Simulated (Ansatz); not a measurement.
# C2H2FSi (SMILES C#C[SiH]F) at UHF/STO-3G

What is the electronic atomisation energy of C2H2FSi at UHF/STO-3G? 

The results are computed with Ansatz 0.2.0.

46 further runs of the same task are left out: 46 set aside as unsound or not needed.

### 1 The system as given

The species is C2H2FSi (6 atoms), meant as a doublet with charge 0. As SMILES, `C#C[SiH]F`. The coordinates come from a PBE0-D4/def2-TZVP relaxation.

Bond lengths: C1–C2 1.209 Å, C2–Si3 1.806 Å, Si3–F4 1.599 Å, C1–H5 1.066 Å, Si3–H6 1.485 Å. Angles: C1–C2–Si3 173.2°, C2–Si3–F4 109.8°, C2–C1–H5 179.1°, C2–Si3–H6 111.2°, F4–Si3–H6 108.3°.

### 2 A single-point energy at UHF/STO-3G

The input, run.yaml:

```yaml
basis:
  gaussian:
    orbitals: STO-3G
crystal:
  periodic: [false, false, false]
  atoms:
    - {symbol: C, position_ang: [0.118100, -0.680000, -1.605700]}
    - {symbol: C, position_ang: [0.120400, -0.213700, -0.490100]}
    - {symbol: Si, position_ang: [0.338300, 0.466700, 1.168800]}
    - {symbol: F, position_ang: [-0.478000, -0.412300, 2.226800]}
    - {symbol: H, position_ang: [0.100300, -1.089200, -2.590300]}
    - {symbol: H, position_ang: [-0.157100, 1.864400, 1.244300]}
magnetization:
  spin_polarized: true
  initial_magnetization: 1
hamiltonian:
  xc: hf
accuracy: high
output: {orbitals: {seedname: orbitals}}
```

Command:

```sh
ansatz run run.yaml --threads 1 --pin off --max-ram 3480MiB --events-out events.jsonl --progress --plain --runs-dir runs
```

The program printed:

```text
Warning: RAYON_NUM_THREADS=1 ignored (pool sized by the plan → 1); use --threads N
Functional definition: HF
  name "HF"
  exchange = exact_x
  correlation = 0
484 factors; integrals over basis functions are off by at most 1.9e-8 eV
mean field evaluation 1: about -12501.5892 eV, gradient 1.4e1 eV
mean field evaluation 2: about -12501.6229 eV, gradient 1.4e1 eV
mean field evaluation 4: about -12503.6248 eV, gradient 1.8e0 eV
mean field evaluation 8: about -12503.6861 eV, gradient 3.7e-1 eV
mean field evaluation 16: about -12503.7574 eV, gradient 3.5e-2 eV
mean field -12503.75751442 eV, -459.5046133038 hartree, gradient 2.7e-8 eV, S^2 0.991194; 0 other end points of the search recorded, 0 dependent functions left out
reference -12503.75751442 eV, -459.5046133038 hartree; 19, 18 occupied and 7, 8 virtual orbitals, 484 factors
Total energy: -12503.75751442 eV, -459.5046133038 hartree
```

Run time: 0.31 s. Hardware: 1 thread of Arm Neoverse V1, shared host.

### 3 The C atom at the same level

The input, input.yaml:

```yaml
crystal:
  periodic: [false, false, false]
  atoms:
    - {symbol: C, position_ang: [0.000000, 0.000000, 0.000000]}
basis:
  gaussian:
    orbitals: STO-3G
magnetization:
  spin_polarized: true
  initial_magnetization: 2
hamiltonian:
  xc: hf
accuracy: high
```

Run the same way, it converges to -37.19839 Eh (log not shown).

### 4 The F atom

The input, input.yaml:

```yaml
crystal:
  periodic: [false, false, false]
  atoms:
    - {symbol: F, position_ang: [0.000000, 0.000000, 0.000000]}
basis:
  gaussian:
    orbitals: STO-3G
magnetization:
  spin_polarized: true
  initial_magnetization: 1
hamiltonian:
  xc: hf
accuracy: high
```

Run the same way, it converges to -97.98651 Eh (log not shown).

### 5 The H atom

The input, molecule.yaml:

```yaml
crystal:
  periodic: [false, false, false]
  atoms:
    - {symbol: H, position_ang: [0.000000, 0.000000, 0.000000]}
basis:
  gaussian:
    orbitals: STO-3G
magnetization:
  spin_polarized: true
  initial_magnetization: 1
hamiltonian:
  xc: hf
accuracy: high
```

Run the same way, it converges to -0.46658 Eh (log not shown).

### 6 The Si atom, same level

The input, run.yaml:

```yaml
crystal:
  periodic: [false, false, false]
  atoms:
    - {symbol: Si, position_ang: [0.000000, 0.000000, 0.000000]}
basis:
  gaussian: {orbitals: STO-3G}
magnetization: {spin_polarized: true, initial_magnetization: 2}
hamiltonian: {xc: hf}
accuracy: high
```

Run the same way, it converges to -285.46622 Eh (log not shown).

### 7 Summary of results

Level: UHF/STO-3G.

| quantity | value |
| --- | --- |
| molecule: total energy | -459.50461 Eh |
| molecule: HOMO energy (highest over α and β) | -6.67 eV |
| molecule: LUMO energy (lowest over α and β) | 5.52 eV |
| molecule: ⟨S²⟩ | 0.991 |
| C atom: total energy | -37.19839 Eh |
| C atom: ⟨S²⟩ | 2.000 |
| F atom: total energy | -97.98651 Eh |
| F atom: ⟨S²⟩ | 0.750 |
| H atom: total energy | -0.46658 Eh |
| H atom: ⟨S²⟩ | 0.750 |
| Si atom: total energy | -285.46622 Eh |
| Si atom: ⟨S²⟩ | 2.000 |
| electronic atomisation energy | 19.645 eV |

What this shows: Taking the molecule apart into free atoms costs 19.65 eV (453 kcal/mol), before zero-point energy and without spin-orbit coupling. Hartree–Fock lacks the correlation of the bonding pairs, which as a rule makes this value much too low; in minimal bases other errors can mask that. In a minimal basis such a difference can be off by several eV, whatever the method. ⟨S²⟩ (molecule) is 0.99 where a pure doublet has 0.75: the reference is spin-contaminated.
